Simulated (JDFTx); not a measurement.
**HfB: single point with PBE+U**

The system is HfB.

```
CELL_PARAMETERS angstrom
0.00000 2.31000 2.31000
2.31000 0.00000 2.31000
2.31000 2.31000 0.00000
ATOMIC_POSITIONS crystal
Hf 0.50000 0.50000 0.50000
B 0.00000 0.00000 0.00000
```

```
Program             : JDFTx 1.7.0 (patched build)
Task                : single point
Functional          : PBE
Potentials or basis : PseudoDojo-SR-PBE-0.5-standard with smoothed tails
Cutoff              : 1034 eV
Density cutoff      : 8272 eV
k mesh              : 10 × 10 × 10
Occupations         : fermi-dirac, width 0.05 eV
Spin                : no spin polarisation
Hubbard terms       : Hf d U = 8 eV
```

| Item | Value |
| --- | --- |
| Pressure | 21.2 GPa |
| Band gap on the k mesh | none (metal or under the smearing width) |
| Loewdin charges | Hf +0.49; B -0.47 e |

Levels at points of the mesh, in eV from the Fermi level:
```tsv
k point	band 5	band 6	band 7	band 8	band 9	band 10
(0.00, 0.00, 0.00)	-9.03	2.85	2.85	2.85	3.60	3.60
(0.00, 0.00, 0.50)	-4.50	-3.53	-2.07	-2.07	7.17	7.17
(0.00, 0.50, 0.50)	-10.30	-0.50	-0.37	2.89	2.89	5.92
```

Eigenvalues of the final occupation matrices:
| site | spin | trace | eigenvalues |
| --- | --- | --- | --- |
| atom 1 Hf | 1 | 3.02 | 0.50 0.50 0.50 0.75 0.75 |

Wall time 34 s on 1 thread of Intel(R) Xeon(R) 6975P-C (Granite Rapids) (shared host), peak memory 0.12 GiB.

Caveat: U without spin polarisation on a metal has little footing; the U is typed as a test and isn't derived for this compound. Spin-orbit coupling is left out, which matters for the levels of Hf.
